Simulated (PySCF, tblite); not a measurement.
# FH7OPSi3 radical, a small gas-phase stand-in for a defect centre (Si site with back bonds O[SiH3], F, [PH][SiH3]): EPR parameters

What EPR parameters should one expect for `F[Si](O[SiH3])P[SiH3]`? It is drawn as: dangling bond.

Computed with tblite 0.8.0 and PySCF 2.14.0; each step states its level. No surroundings beyond the atoms listed, unless a continuum is named. Atoms count from 0, parts from 1.

## Step 1: Starting point

13 atoms, charge 0, multiplicity 2; geometry: distance geometry start.

## Step 2: Geometry optimisation with GFN2-xTB

What the job is given:

```
{"job": {"kind": "relax", "xc": "GFN2-xTB", "basis": "xTB"}, "charge": 0, "multiplicity": 2}
Si     0.303752     0.470821    -2.304460
O      1.938461     0.665955    -1.647032
Si     2.323580     1.085417     0.025222
F     -0.030590    -0.981921    -3.023155
P     -1.327180     1.356266    -1.112330
Si    -2.270270     0.012804     0.317258
H      1.116485     1.315024     0.754293
H      3.065666     0.023814     0.635571
H      3.116249     2.264644     0.041426
H     -1.095687     2.658193    -0.662110
H     -3.663147     0.303866     0.349316
H     -1.712574     0.216148     1.606913
H     -2.092786    -1.337828    -0.080047
```

With the program's defaults for keys left out, this is: GFN2-xTB geometry optimisation, gas phase.

Run with:

```console
$ OMP_NUM_THREADS=1 python cluster_run.py task.json out
```

This one command runs all jobs of the session in turn.

**Question.** The jobs that follow are: PBE0-D3(BJ)/def2-SVP geometry optimisation, gas phase; UKS B3LYP, IGLO-III on F O P Si, pcH-1 on H, non-relativistic, mean-field spin-orbit, GIAO; UKS BHandHLYP, IGLO-III on F O P Si, pcH-1 on H, non-relativistic, mean-field spin-orbit, GIAO. Predict: point group; rotational constants (main isotopes); g(iso) (B3LYP); ⟨S²⟩; largest a(iso).

As calculated:

| quantity | value |
| --- | --- |
| point group | C1 |
| rotational constants (main isotopes) | 1.74, 1.06, 0.72 GHz |
| g(iso) (B3LYP) | 2.00163 |
| ⟨S²⟩ | 0.754 (exact 0.75) |
| largest a(iso) | 29Si on Si0, -843.8 MHz |

The start of the PBE0/def2-SVP relaxation was shaken at random by about 0.01 Å, so part of the energy gained, and of the first lengths quoted, undoes that. Over 9 steps the energy fell by 0.286 eV; of the close pairs, Si0–O1 changed most, 1.587 to 1.649 Å (PBE0/def2-SVP). No frequency check was run at this level, so the end point may be a saddle. The largest share of the spin, 0.70 e, sits on Si0. The isotropic g lies 0.7 ppt below the free-electron value. The coupling of 29Si on Si0 runs from -874.7 (BHandHLYP/IGLO-III+pcH-1) to -843.8 MHz (B3LYP/IGLO-III+pcH-1). A capped cluster stands for the solid here, so long-range fields and strain are missing, and bands or shifts of the capping hydrogens have no counterpart in it.
